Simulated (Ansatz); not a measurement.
# [closo-1,2-(Cl)2B6H4]2- (B6H4Cl2 (-2)): geometry, orbitals and charge

What does [closo-1,2-(Cl)2B6H4]2- (B6H4Cl2 (-2)) look like as a singlet, and where do its frontier electrons sit?

The runs use Ansatz 0.2.0, Gaussian basis; RKS PBE0-D4/def2-TZVPD.

The runs, in order: relaxation at PBE-D4/def2-SVPD; a single point at PBE0-D4/def2-TZVPD.

2 further runs of the same task are left out: 2 set aside as unsound or not needed.

### 1 The system as given

12 atoms, charge -2, spin multiplicity 1.

Atoms are counted from 1 here; the program's logs count them from 0.

Bond lengths: B1–B2 1.699 Å, B1–B3 1.672 Å, B1–B5 1.683 Å, B1–B6 1.699 Å, B1–Cl7 1.984 Å, B2–B3 1.700 Å, B2–B4 1.719 Å, B2–B5 1.718 Å, B2–H8 1.220 Å, B3–B4 1.682 Å, B3–B6 1.700 Å, B3–Cl9 1.978 Å, B4–B5 1.694 Å, B4–B6 1.719 Å, B4–H10 1.222 Å, B5–B6 1.718 Å, B5–H11 1.222 Å, B6–H12 1.220 Å. Angles: B2–B1–B3 60.6°, B2–B1–B5 61.1°, B2–B1–B6 92.5°, B2–B1–Cl7 133.8°, B3–B1–B5 90.4°, B3–B1–B6 60.6°, B3–B1–Cl7 136.2°, B5–B1–B6 61.1°, B5–B1–Cl7 133.4°, B6–B1–Cl7 133.8°, B1–B2–B3 58.9°, B1–B2–B4 88.2°, B1–B2–B5 59.0°, B1–B2–H8 136.2°, B3–B2–B4 58.9°, B3–B2–B5 88.2°, B3–B2–H8 136.1°, B4–B2–B5 59.1° and more.

Geometry (Å):

```xyz
12
B6Cl2H4
B     0.2866    0.8763   -0.6416
B    -1.1687    0.3735    0.0766
B     0.2665    0.4787    0.9820
B    -0.3526   -1.0410    0.6139
B    -0.3324   -0.6388   -1.0320
B     1.1127   -0.5106   -0.1117
Cl    0.8097    2.4559   -1.7221
H    -2.3026    0.8149    0.1712
Cl    0.7542    1.3762    2.6765
H    -0.6809   -2.0255    1.2591
H    -0.6401   -1.2113   -2.0669
H     2.2477   -0.9484   -0.2049
```

The ion is computed in the gas phase, without counter-ions or solvent.

The start is a GFN2-xTB geometry.

### 2 Optimising with PBE-D4/def2-SVPD

File in.yaml:

```yaml
crystal:
  periodic: [false, false, false]
  atoms:
    - {symbol: B, position_ang: [0.286590, 0.876260, -0.641630]}
    - {symbol: B, position_ang: [-1.168750, 0.373500, 0.076580]}
    - {symbol: B, position_ang: [0.266520, 0.478700, 0.982040]}
    - {symbol: B, position_ang: [-0.352590, -1.041010, 0.613920]}
    - {symbol: B, position_ang: [-0.332420, -0.638780, -1.032000]}
    - {symbol: B, position_ang: [1.112660, -0.510570, -0.111710]}
    - {symbol: Cl, position_ang: [0.809670, 2.455880, -1.722120]}
    - {symbol: H, position_ang: [-2.302580, 0.814930, 0.171230]}
    - {symbol: Cl, position_ang: [0.754160, 1.376180, 2.676480]}
    - {symbol: H, position_ang: [-0.680880, -2.025460, 1.259050]}
    - {symbol: H, position_ang: [-0.640090, -1.211270, -2.066950]}
    - {symbol: H, position_ang: [2.247710, -0.948350, -0.204890]}
basis:
  gaussian: {orbitals: def2-SVPD}
total_charge: -2
hamiltonian: {xc: pbe, dispersion: d4}
scf: {lower_state_search: "off"}
output: {orbitals: {seedname: orbitals}}
relax: {f_tol: 0.02, max_steps: 100}
```

Started as:

```console
$ ansatz run in.yaml --threads 4 --pin off --events-out ev --progress --plain --max-ram 4787MiB
```

After this run come: Single point, PBE0-D4/def2-TZVPD.

Before running them: what should the planned runs give, taken together? Wanted: point group; commonest bond, hydrogen aside; HOMO, LUMO at PBE0-D4/def2-TZVPD.

The runs gave:

```
                        quantity                           value
                     point group                             C2v
  commonest bond, hydrogen aside  B–B, 12 of mean length 1.737 Å
HOMO, LUMO at PBE0-D4/def2-TZVPD                   2.26, 5.69 eV
```

In words: The molecule keeps its bonding pattern by the stored test; the atoms moved 0.04 Å (rms). No usable vibrations, so a minimum isn't proven. Doubts on the single point: highest occupied level lies above zero.
